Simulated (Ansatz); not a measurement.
# C2H10BNOSi: the cost of one run

All numbers below are computed with Ansatz 0.2.0 (RKS CAM-B3LYP-D4/STO-3G).

## Step 1: The starting structure

Bond lengths (14 of 15 bonds, heavy atoms first): C1–Si2 1.869 Å, Si2–C3 1.876 Å, C3–O4 1.477 Å, C3–B5 1.563 Å, B5–N6 1.540 Å, C1–H7 1.142 Å, C1–H8 1.054 Å, C1–H9 1.145 Å, Si2–H10 1.481 Å, Si2–H11 1.449 Å, C3–H12 1.148 Å, O4–H13 1.009 Å, B5–H14 1.154 Å, N6–H15 1.023 Å. Angles (14 of 25 angles, heavy atoms first): C1–Si2–C3 111.2°, Si2–C3–O4 107.0°, Si2–C3–B5 110.1°, O4–C3–B5 112.6°, C3–B5–N6 119.7°, C1–Si2–H10 106.7°, C1–Si2–H11 109.8°, C3–Si2–H10 109.5°, C3–Si2–H11 109.1°, Si2–C1–H7 106.0°, Si2–C1–H8 109.7°, Si2–C1–H9 109.2°, Si2–C3–H12 107.0°, O4–C3–H12 106.8°.

Structure file:

```xyz
16

C    -0.1134   -2.2002    0.3584
Si    1.0009   -0.9862   -0.5233
C     0.5913    0.7815   -0.0454
O     1.6468    1.6406   -0.6186
B    -0.8359    1.1584   -0.5585
N    -1.9322    1.5461    0.4505
H    -1.1782   -1.9358    0.0419
H     0.1324   -3.1825    0.0675
H    -0.0622   -2.0077    1.4862
H     2.3873   -1.3032   -0.1083
H     0.8541   -1.1356   -1.9572
H     0.6901    0.8520    1.0959
H     1.5161    2.4996   -0.1055
H    -1.1050    1.1696   -1.6802
H    -1.5845    2.3242    1.0168
H    -2.0306    0.7567    1.1241
```

## Step 2: Preparing the start

input.yaml

```yaml
crystal:
  periodic: [false, false, false]
  atoms:
    - { symbol: C, position_ang: [-0.1134, -2.2002, 0.3584] }
    - { symbol: Si, position_ang: [1.0009, -0.9862, -0.5233] }
    - { symbol: C, position_ang: [0.5913, 0.7815, -0.0454] }
    - { symbol: O, position_ang: [1.6468, 1.6406, -0.6186] }
    - { symbol: B, position_ang: [-0.8359, 1.1584, -0.5585] }
    - { symbol: "N", position_ang: [-1.9322, 1.5461, 0.4505] }
    - { symbol: H, position_ang: [-1.1782, -1.9358, 0.0419] }
    - { symbol: H, position_ang: [0.1324, -3.1825, 0.0675] }
    - { symbol: H, position_ang: [-0.0622, -2.0077, 1.4862] }
    - { symbol: H, position_ang: [2.3873, -1.3032, -0.1083] }
    - { symbol: H, position_ang: [0.8541, -1.1356, -1.9572] }
    - { symbol: H, position_ang: [0.6901, 0.852, 1.0959] }
    - { symbol: H, position_ang: [1.5161, 2.4996, -0.1055] }
    - { symbol: H, position_ang: [-1.105, 1.1696, -1.6802] }
    - { symbol: H, position_ang: [-1.5845, 2.3242, 1.0168] }
    - { symbol: H, position_ang: [-2.0306, 0.7567, 1.1241] }
basis:
  gaussian: { orbitals: STO-3G }
hamiltonian:
  xc: cam_b3lyp
  dispersion: d4
relax:
  f_tol: 0.02
  max_steps: 40
scf:
  lower_state_search: "off"
```

The run is started by

```console
$ ansatz run input.yaml --threads 1 --pin off --max-ram 2048MiB --backend cpu --events-out ev --progress --plain --runs-dir out
```

What time and memory should one allow on 1 thread of Arm Neoverse V2, shared host?

About 77 s, with a peak of 0.17 GiB.
